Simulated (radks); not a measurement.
# Kr in [Ar] 3d10 4s2 4p5 4d1: an all-electron calculation

An exercise on one series of results from a longer session: the logs are not shown, and one member is left open.

Method: Dirac Kohn-Sham, PBEsol, spin-unpolarised, spherical densities, finite nucleus; open shells are shared between the two j in proportion to 2j + 1. Code: radks (a radial shooting solver on a logarithmic mesh, Libxc functionals) version 1.

## The system

| Item | Value |
| --- | --- |
| element | krypton (Z = 36) |
| charge | 0 |
| electrons | 36 |
| configuration | [Ar] 3d10 4s2 4p5 4d1 |
| nuclear rms radius | 4.1884 fm |

Outer shells as boxes (Hund's rule):

Kr
```
[Ar] core
3d [↑↓][↑↓][↑↓][↑↓][↑↓]
4s [↑↓]
4p [↑↓][↑↓][↑ ]
4d [↑ ][  ][  ][  ][  ]
```

Set-up of the first run:

Settings of this run:

```text
Z 36
configuration [Ar] 3d10 4s2 4p5 4d1
relativity Dirac
functional pbe_sol,pbe_sol
spin unpolarised
j_filling average
nucleus finite rms 4.1884 fm
c 137.035999084
```

One of the session's tables, all rows but one given; the rest of the session is left out.

It belongs to the step «Orbitals and density». Sizes of the orbitals, from the radial functions (bohr):

```
level      <r>  outermost maximum (interpolated)  90 % within  nodes
1s1/2  0.04151                            0.0271       0.0742      0
2s1/2   0.1833                             0.154        0.284      1
2p1/2   0.1574                             0.121        0.258      0
2p3/2   0.1614                             0.124        0.263      0
3s1/2   0.5305                             0.467        0.789      2
3p1/2   0.5337                             0.458        0.814      1
3p3/2   0.5442                             0.466        0.830      1
3d3/2        ?                                 ?            ?      ?
3d5/2   0.5572                             0.412        0.913      0
4s1/2    1.540                              1.33         2.28      3
4p1/2    1.812                              1.50         2.75      2
4p3/2    1.850                              1.53         2.81      2
4d3/2    8.019                              7.14         13.4      1
4d5/2    8.090                              7.22         13.4      1
```

Q: Estimate the row for 3d3/2 from the others.

As computed: <r>: 0.5533; outermost maximum (interpolated): 0.409; 90 % within: 0.906; nodes: 0. In the column «<r>» it lies between 3p3/2 (0.5442) and 3d5/2 (0.5572).
